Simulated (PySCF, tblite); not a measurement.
# C₅H₄Br radical: geometry, infrared bands and EPR parameters

Wanted: the infrared bands and EPR parameters of C₅H₄Br radical (`[H]/[C]=C(\C#C)CBr`), by calculation.

Computed with tblite 0.8.0 and PySCF 2.14.0, with density-fitted response routines of our own, on a single molecule in the gas phase. Atoms count from 0, in the outputs and in this text.

### Step 1. The molecule as given

10 atoms, charge 0, multiplicity 2; geometry from: force field or distance geometry start.

Bonds of the start (Å): C0–C1 1.30, C1–C2 1.44, C2–C3 1.19, C1–C4 1.49, C4–Br5 1.94, C0–H6 1.07, C3–H7 1.07, C4–H8 1.10, C4–H9 1.10.

### Step 2. Optimising the geometry with GFN2-xTB

The job: settings as JSON, then the geometry in Å.

```
{"job": {"kind": "relax", "xc": "GFN2-xTB", "basis": "xTB"}, "charge": 0, "multiplicity": 2}
C      0.189800     1.599700     0.513600
C     -0.023200     0.393800     0.071600
C      1.166900    -0.366800    -0.201900
C      2.143900    -0.995600    -0.455200
C     -1.371600    -0.193800    -0.179400
Br    -2.016500    -1.085400     1.419100
H      0.352500     2.593100     0.873000
H      3.028800    -1.564300    -0.651200
H     -1.347100    -0.948500    -0.978600
H     -2.114600     0.572500    -0.433500
```

Run with:

```
> OMP_NUM_THREADS=1 python probes_run.py task.json out
```

The driver reads the jobs from task.json and runs them one after another.

**Question.** This job is followed by: GFN2-xTB harmonic vibrations, gas phase; UKS B3LYP, def2-TZVP-core on Br, pcH-1 on C H, non-relativistic, mean-field spin-orbit, GIAO. What will the session give for the following? strongest single infrared mode (GFN2-xTB); zero-point energy (GFN2-xTB); g(iso) (B3LYP); ⟨S²⟩; largest a(iso) (averaged by class); surface potential, 1st and 99th percentile.

As calculated:

```
                                 quantity                 value
strongest single infrared mode (GFN2-xTB)   646 cm⁻¹, 38 km/mol
             zero-point energy (GFN2-xTB)         40.2 kcal/mol
                           g(iso) (B3LYP)               2.00253
                                     ⟨S²⟩    0.763 (exact 0.75)
       largest a(iso) (averaged by class)  13C on C0, 310.3 MHz
    surface potential, 1st and 99th percentile    -0.83 V and 1.54 V
```

**Reading.** Relaxing lowered the energy by 0.194 eV in 80 steps; the close pair that moved most is C4–Br5, from 1.941 to 1.969 Å. All 24 modes are real, so the xTB geometry is a minimum. The strongest single mode, at 646 cm⁻¹, moves mainly H7. GFN2-xTB is a fitted tight-binding method: band positions and strengths are rough. Its intensities can rank the bands wrongly. Most of the unpaired spin sits on C0 (1.07 e). The isotropic g lies 0.2 ppt above the free-electron value. The hyperfine terms hold no scalar relativity, which the heavier nuclei need.
